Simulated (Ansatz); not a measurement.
# AlGa2As3: the cost of one run

Method: DFT PBE, scalar-relativistic, plane waves, PAW, in Ansatz 0.2.0.

### 1 The starting structure

Symmetry: P4/mmm, No. 123, tetragonal system. Conventional cell: a = 3.397 Å, b = 3.397 Å, c = 10.286 Å, α = 90.00°, β = 90.00°, γ = 90.00°. Al (site symmetry 4/mmm) has 8 As at 2.92 Å and 2 Ga at 3.34 Å as nearest neighbours. Around Ga (site symmetry 4mm) lie 8 As at 2.93 to 3.00 Å and 1 Al at 3.34 Å. Around As (site symmetry 4mm) lie 4 Al at 2.92 Å and 4 Ga at 2.93 Å. As (site symmetry 4/mmm) has 8 Ga at 3.00 Å as nearest neighbours.

Coordinates:

```
Al Ga As
1.0
     3.39726    0.00000    0.00000
     0.00000    3.39726    0.00000
     0.00000    0.00000   10.28567
Al Ga As
1 2 3
Cartesian
  1.6986 1.6986 0.0000
  1.6986 1.6986 3.3410
  1.6986 1.6986 6.9446
  0.0000 0.0000 8.6304
  0.0000 0.0000 1.6553
  0.0000 0.0000 5.1428
```

A structure generator made this guess: species swapped into a database cell of Li3Tl2Cd (P4/mmm, No. 123), with As on the Li sites, Ga on the Tl sites and Al on the Cd sites. The dimensions are guesses.

### 2 Probe: one point on a coarse mesh

Contents of input.yaml:

```yaml
crystal:
  lattice:
    - [3.39726297, 0.0, 0.0]
    - [0.0, 3.39726297, 0.0]
    - [0.0, 0.0, 10.28567329]
  atoms:
    - { symbol: Al, position: [0.5, 0.5, 0.0] }
    - { symbol: Ga, position: [0.5, 0.5, 0.32482469] }
    - { symbol: Ga, position: [0.5, 0.5, 0.67517531] }
    - { symbol: As, position: [0.0, 0.0, 0.83906811] }
    - { symbol: As, position: [0.0, 0.0, 0.16093189] }
    - { symbol: As, position: [0.0, 0.0, 0.5] }
basis:
  ecutwfc: 420
kpoints:
  mp_grid: { grid: [6, 6, 2] }
hamiltonian:
  xc: pbe
scf:
  occupations: { method: gaussian, width: 0.1 }
  lower_state_search: "off"
output:
  forces: true
  stress: true
  eigenvalues: true
```

Launch:

```bash
ansatz run input.yaml --threads 1 --pin off --max-ram 2560MiB --backend cpu --events-out ev --progress --plain --runs-dir out
```

**Question.** How long does this run take on 1 thread of AMD EPYC (Zen 3), shared host, and how much memory does it need?

About 11 s, with a peak of 0.43 GiB.
